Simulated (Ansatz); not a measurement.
**CH7FO3Si2: one species, many methods**

The task here is to estimate one member of a computed series from the others.

Method: functionals in def2-TZVPP, the program's frozen cores in correlated methods; program: Ansatz 0.2.0, Gaussian basis.

Plan: PBE-D4, r2SCAN-D4, PBE0-D4, B3LYP-D4, ωB97X-V, ωB97M-V, B2PLYP; CCSD(T)/def2-TZVPP; MP2/def2-QZVPP; extrapolation to the limit.

## Structure used throughout

The geometry comes from an earlier relaxation with PBE0-D4 in a triple-zeta def2 set; it is a stationary point, not always the lowest conformer.

SMILES `CO[SiH2]O[SiH](O)F`, 14 atoms, charge 0, spin multiplicity 1.

Atoms are counted from 1 here; the program's logs count them from 0.

Bond lengths: C1–O2 1.408 Å, C1–H8 1.096 Å, C1–H9 1.091 Å, C1–H10 1.095 Å, O2–Si3 1.633 Å, Si3–O4 1.630 Å, Si3–H11 1.482 Å, Si3–H12 1.486 Å, O4–Si5 1.621 Å, Si5–O6 1.621 Å, Si5–F7 1.593 Å, Si5–H13 1.466 Å, O6–H14 0.958 Å. Angles: O2–C1–H8 111.7°, O2–C1–H9 108.3°, O2–C1–H10 111.2°, H8–C1–H9 108.5°, H8–C1–H10 108.7°, H9–C1–H10 108.5°, C1–O2–Si3 125.1°, O2–Si3–O4 107.2°, O2–Si3–H11 111.7°, O2–Si3–H12 109.6°, O4–Si3–H11 107.4°, O4–Si3–H12 110.5°, H11–Si3–H12 110.4°, Si3–O4–Si5 143.4°, O4–Si5–O6 110.4°, O4–Si5–F7 107.3°, O4–Si5–H13 112.9°, O6–Si5–F7 110.4° and more.

The first run:

in.yaml

```yaml
crystal:
  periodic: [false, false, false]
  atoms:
    - {symbol: C, position_ang: [0.790313, 1.748917, 1.907286]}
    - {symbol: O, position_ang: [0.014401, 0.970614, 1.026598]}
    - {symbol: Si, position_ang: [0.182917, 0.941774, -0.597179]}
    - {symbol: O, position_ang: [-0.524631, -0.426095, -1.130934]}
    - {symbol: Si, position_ang: [-0.856335, -1.961402, -0.731022]}
    - {symbol: O, position_ang: [-1.391562, -2.779575, -2.023782]}
    - {symbol: F, position_ang: [0.491564, -2.609725, -0.184221]}
    - {symbol: H, position_ang: [1.854465, 1.713975, 1.647433]}
    - {symbol: H, position_ang: [0.667425, 1.349839, 2.915143]}
    - {symbol: H, position_ang: [0.462738, 2.793643, 1.905193]}
    - {symbol: H, position_ang: [-0.513811, 2.080430, -1.241722]}
    - {symbol: H, position_ang: [1.627265, 0.951351, -0.948237]}
    - {symbol: H, position_ang: [-1.880554, -2.069656, 0.312167]}
    - {symbol: H, position_ang: [-0.924183, -2.704080, -2.856721]}
basis:
  gaussian: {orbitals: def2-TZVPP}
hamiltonian: {xc: pbe, dispersion: d4}
output: {forces: true, orbitals: {seedname: orbitals}}
```

Run with:

```console
> ansatz run in.yaml --threads 2 --pin off --events-out ev --progress --plain --max-ram 22528MiB --backend cuda --devices 0, --max-vram 18GiB
```

Steps of the session up to this table: PBE-D4 (GGA); r2SCAN-D4 (meta-GGA); PBE0-D4 (hybrid); B3LYP-D4 (hybrid); ωB97X-V (range-separated); ωB97M-V (range-separated); B2PLYP (double hybrid); CCSD(T) in def2-TZVPP; MP2 in def2-QZVPP.

One table of the session follows, with a row left open; its other results are not shown here.

```
            method  atomisation energy (kcal/mol)
            PBE-D4                         1337.9
         r2SCAN-D4                         1331.3
           PBE0-D4                         1313.7
          B3LYP-D4                         1324.7
           ωB97X-V                         1334.4
           ωB97M-V                         1334.2
            B2PLYP                         1316.8
     HF/def2-TZVPP                              ?
    MP2/def2-TZVPP                         1331.4
   CCSD/def2-TZVPP                         1281.4
CCSD(T)/def2-TZVPP                         1299.1
           MP2/CBS                         1370.8
       CCSD(T)/CBS                         1338.5
```

Estimate the missing values for HF/def2-TZVPP.

As computed: atomisation energy (kcal/mol): 978.0. In the column «atomisation energy (kcal/mol)» it is the lowest.
